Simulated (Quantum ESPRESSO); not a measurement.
**Sb2Pt (Geversite) under changes of volume**

One of the cells (22.281 Å³/atom); the others are scaled copies at fixed shape and fractional positions:

```
Pt Sb
1.0
     6.44230    0.00000    0.00000
     0.00000    6.44230    0.00000
     0.00000    0.00000    6.44230
Pt Sb
4 8
Direct
  0.00000 0.50000 0.50000
  0.50000 0.50000 0.00000
  0.50000 0.00000 0.50000
  0.00000 0.00000 0.00000
  0.37530 0.12470 0.87530
  0.12470 0.87530 0.37530
  0.87530 0.37530 0.12470
  0.62470 0.62470 0.62470
  0.62470 0.87530 0.12470
  0.87530 0.12470 0.62470
  0.12470 0.62470 0.87530
  0.37530 0.37530 0.37530
```

- Program: Quantum ESPRESSO 7.5
- Functional: PBE
- Potentials or basis: SSSP 1.3 efficiency PBE
- Cutoff: 748 eV
- Density cutoff: 5987 eV
- k mesh: 4 × 4 × 4
- Occupations: fermi-dirac, width 0.05 eV
- Spin: no spin polarisation

```tsv
volume (Å³/atom)	energy over the lowest point (meV/atom)	pressure (GPa)
20.944	?	?
21.390	74.74	12.4
21.836	44.73	9.2
22.281	23.08	6.3
22.727	8.89	3.8
23.173	1.42	1.5
23.618	0.00	-0.5
```

Q: What does the run at 20.944 Å³/atom give?

A: Energy over the lowest point 114.22 meV/atom; pressure 16.0 GPa.

Worked out: A Birch-Murnaghan fit of order 3 (a polynomial in V^(-2/3)) to the other rows has its minimum at 23.51 Å³/atom with B0 = V·E''(V) = 106 GPa and B' = 4.6 at fixed shape and positions, which overstates the stiffness. It gives 114.06 meV/atom at 20.944 Å³/atom, against the run's 114.22, and -dE/dV = 15.9 GPa, against 16.0.

Energies are extrapolated to zero smearing.
